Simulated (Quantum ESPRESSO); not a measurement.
# NaTaO2: zone-centre phonons under several settings

```
Na Ta O
1.0
     1.55718    0.89904    5.65317
    -1.55718    0.89904    5.65317
     0.00000   -1.79808    5.65317
Na Ta O
1 1 2
Direct
  0.50000 0.50000 0.50000
  0.00000 0.00000 0.00000
  0.26670 0.26670 0.26670
  0.73330 0.73330 0.73330
```

The cell comes from a database or a generator and needn't be the stable form of this composition.

All runs used Quantum ESPRESSO 7.5; potentials GBRV 1.5 LDA; given cell; no spin polarisation; cutoff 762 eV; occupations fermi-dirac, width 0.05 eV.

```tsv
level	k mesh (s: shifted)	pressure (GPa)	lowest optical mode without the field (cm⁻¹)	highest optical mode without the field (cm⁻¹)
LDA	4 × 4 × 4	-5.6	73i	407
LDA	6 × 6 × 6	?	?	?
```

Question: What stands in the row left open?

Answer: Pressure -6.3 GPa; lowest optical mode without the field 124 cm⁻¹; highest optical mode without the field 486 cm⁻¹.

Values marked i are imaginary: the cell is unstable against those modes at that level, or the meshes are too thin.

Caveats: all runs use coarse meshes; the atoms weren't relaxed first, which shifts the frequencies; the cell is more than 3 GPa from zero pressure, which shifts response properties; the mesh is thin for the phonons of a metal (some runs); some modes are imaginary (some runs).

For the row left open. Caveat: the k mesh is coarse (spacing up to 0.39 Å⁻¹), so the values aren't converged; the atoms weren't relaxed first, which shifts the frequencies; the cell is more than 3 GPa from zero pressure, which shifts response properties.
